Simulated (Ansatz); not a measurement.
# SrTiO3: the cost of one run

Method: DFT PBEsol, scalar-relativistic, plane waves, PAW, in Ansatz 0.2.0.

## 1. The starting structure

The structure is cubic, space group Pm-3m (No. 221). Conventional cell: a = 3.913 Å, b = 3.913 Å, c = 3.913 Å, α = 90.00°, β = 90.00°, γ = 90.00°. Around Sr (site symmetry m-3m) lie 12 O at 2.77 Å. Ti (site symmetry m-3m) has 6 O at 1.96 Å as nearest neighbours. O (site symmetry 4/mmm) has 2 Ti at 1.96 Å and 4 Sr at 2.77 Å as nearest neighbours.

As a file:

```cif
data_structure
_symmetry_space_group_name_H-M 'Pm-3m'
_symmetry_Int_Tables_number 221
_cell_length_a 3.9127
_cell_length_b 3.9127
_cell_length_c 3.9127
_cell_angle_alpha 90.000
_cell_angle_beta 90.000
_cell_angle_gamma 90.000
_cell_volume 59.90
loop_
_atom_site_label
_atom_site_type_symbol
_atom_site_symmetry_multiplicity
_atom_site_Wyckoff_symbol
_atom_site_fract_x
_atom_site_fract_y
_atom_site_fract_z
_atom_site_occupancy
Sr1 Sr 1 a 0.00000 0.00000 0.00000 1
Ti1 Ti 1 b 0.50000 0.50000 0.50000 1
O1 O 3 c 0.50000 0.00000 0.50000 1
```

Source of the structure: the Materials Project (structure only).

(A quick probe on a coarse mesh, which set the mesh and smearing, is not shown.)

## 3. Full relaxation

The input, input.yaml:

```yaml
crystal:
  lattice:
    - [3.91270131, 0.0, 0.0]
    - [0.0, 3.91270131, 0.0]
    - [0.0, 0.0, 3.91270131]
  atoms:
    - { symbol: Sr, position: [0.0, 0.0, 0.0] }
    - { symbol: Ti, position: [0.5, 0.5, 0.5] }
    - { symbol: O, position: [0.5, 0.0, 0.5] }
    - { symbol: O, position: [0.5, 0.5, 0.0] }
    - { symbol: O, position: [0.0, 0.5, 0.5] }
basis:
  ecutwfc: 420
kpoints:
  mp_grid: { grid: [8, 8, 8] }
hamiltonian:
  xc: pbesol
scf:
  occupations: { method: gaussian, width: 0.02 }
output:
  forces: true
  stress: true
  eigenvalues: true
  write_density: true
  write_potential: true
  elf: true
  volumetric_format: npy
relax:
  adjacent_minimum: "off"
  f_tol: 0.005
  max_steps: 80
  cell: { stress_tol: 0.05 }
```

On the command line:

```sh
$ ansatz run input.yaml --threads 4 --pin off --max-ram 10240MiB --backend cpu --events-out ev --progress --plain --runs-dir out
```

What time and memory should one allow on 4 threads of AMD EPYC 7B13 (Zen 3), shared host?

About 5 s, with a peak of 0.47 GiB.
